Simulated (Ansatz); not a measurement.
# WC (rocksalt type): the cost of one run

Computed with Ansatz 0.2.0 (DFT PBEsol, with the methods named in each step, unless a step's input says otherwise).

1 further run of the same task is left out (it didn't finish).

### 1 The starting structure

The structure is cubic, space group Fm-3m (No. 225). Conventional cell: a = 4.309 Å, b = 4.309 Å, c = 4.309 Å, α = 90.00°, β = 90.00°, γ = 90.00°. Around W (site symmetry m-3m) lie 6 C at 2.15 Å. C (site symmetry m-3m) has 6 W at 2.15 Å as nearest neighbours.

Structure file:

```cif
data_structure
_symmetry_space_group_name_H-M 'P 1'
_symmetry_Int_Tables_number 1
_cell_length_a 3.0468
_cell_length_b 3.0468
_cell_length_c 3.0468
_cell_angle_alpha 60.000
_cell_angle_beta 60.000
_cell_angle_gamma 60.000
_cell_volume 20.00
loop_
_atom_site_label
_atom_site_type_symbol
_atom_site_fract_x
_atom_site_fract_y
_atom_site_fract_z
_atom_site_occupancy
W1 W 0.00000 0.00000 0.00000 1
C1 C 0.50000 0.50000 0.50000 1
```

Whether this phase is the stable one at these pressures isn't tested.

Atoms are numbered in the order of the input: W1, C2.

### 2 Cell relaxed at zero pressure, PAW

The input, input.yaml:

```yaml
crystal:
  lattice:
    - [0.0, 2.15443469, 2.15443469]
    - [2.15443469, 0.0, 2.15443469]
    - [2.15443469, 2.15443469, 0.0]
  atoms:
    - { symbol: W, position: [0.0, 0.0, 0.0] }
    - { symbol: C, position: [0.5, 0.5, 0.5] }
kpoints:
  mp_grid: { grid: [15, 15, 15] }
scf:
  occupations: { method: fermi_dirac, width: 0.1 }
hamiltonian:
  xc: pbesol
  pseudopotentials: { kind: paw }
output:
  forces: true
  stress: true
relax:
  f_tol: 0.005
  max_steps: 40
  cell: {}
```

Launch:

```console
> ansatz run input.yaml --threads 1 --pin off --max-ram 2048MiB --backend cpu --events-out ev --progress --plain --runs-dir out
```

What time and memory should one allow on 1 thread of Arm Neoverse V2, shared host?

About 14 s, with a peak of 0.33 GiB.
